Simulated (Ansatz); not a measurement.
# GeH5N: the cost of one run

Program: Ansatz 0.2.0, driven from Python. The levels of theory stand in the script. These are calculated values, not measurements.

**1. The structure**

Bond lengths: N1–Ge2 1.899 Å, N1–H3 0.973 Å, N1–H4 1.011 Å, Ge2–H5 1.559 Å, Ge2–H6 1.556 Å, Ge2–H7 1.581 Å. Angles: N1–Ge2–H5 110.5°, N1–Ge2–H6 110.5°, N1–Ge2–H7 107.7°, H5–Ge2–H6 109.8°, H5–Ge2–H7 109.4°, H6–Ge2–H7 108.9°, Ge2–N1–H3 107.0°, Ge2–N1–H4 102.1°, H3–N1–H4 105.5°.

No structure file is read: the coordinates are typed or built in the script.

**2. The script**

Contents of cas_geh5n.py:

```python
"""Static correlation in GeH5N: natural occupations of an active space."""

import ansatz as az
from ase import Atoms

atoms = Atoms(["N", "Ge", "H", "H", "H", "H", "H"], positions=[
    (-0.0718, -1.2491, -0.126),
    (0.1555, 0.636, -0.1481),
    (0.3121, -1.5721, 0.7073),
    (-1.0723, -1.3406, -0.0151),
    (-0.5725, 1.2586, -1.3778),
    (-0.3943, 1.2671, 1.1636),
    (1.7047, 0.9322, -0.2496),
])
geometry = az.Crystal.molecule_from_ase(atoms)

base = (
    geometry.calculation()
    .basis(gaussian="def2-SVP")
    .accuracy("high")
    .correlation(active_electrons=4, active_orbitals=4)
)
for method in [None, "sc_nevpt2"]:
    rep = (base if method is None else base.correlation(method)).run().report
    space = rep["configurations"]
    state = space["states"][0]
    print(method or "casscf", f"total {rep['free_energy_ev'] / 27.211386246:.6f} Ha, active-space state {state['energy']['hartree']:.6f} Ha, mean field {rep['reference_energy_ev'] / 27.211386246:.6f} Ha")
    print("  determinants", state["n_determinants"], " natural occupations", [round(n, 3) for n in space["natural_occupations"]])
print("effectively unpaired electrons, sum of min(n, 2 - n):", round(sum(min(n, 2 - n) for n in space["natural_occupations"]), 3))
```

**3. The calls as engine input**

The package turns the script's settings into the engine's input (first run):

```yaml
crystal:
  periodic: [false, false, false]
  atoms:
    - { symbol: "N", position_ang: [-0.0718, -1.2491, -0.126] }
    - { symbol: Ge, position_ang: [0.1555, 0.636, -0.1481] }
    - { symbol: H, position_ang: [0.3121, -1.5721, 0.7073] }
    - { symbol: H, position_ang: [-1.0723, -1.3406, -0.0151] }
    - { symbol: H, position_ang: [-0.5725, 1.2586, -1.3778] }
    - { symbol: H, position_ang: [-0.3943, 1.2671, 1.1636] }
    - { symbol: H, position_ang: [1.7047, 0.9322, -0.2496] }
accuracy: high
basis:
  gaussian:
    orbitals: def2-SVP
correlation:
  active_space:
    window:
      electrons: 4
      orbitals: 4
```

**4. Launch**

Command:

```bash
python cas_geh5n.py
```

What time and memory should one allow on 1 thread of Arm Neoverse V2, shared host?

About 36 s, with a peak of 0.34 GiB.
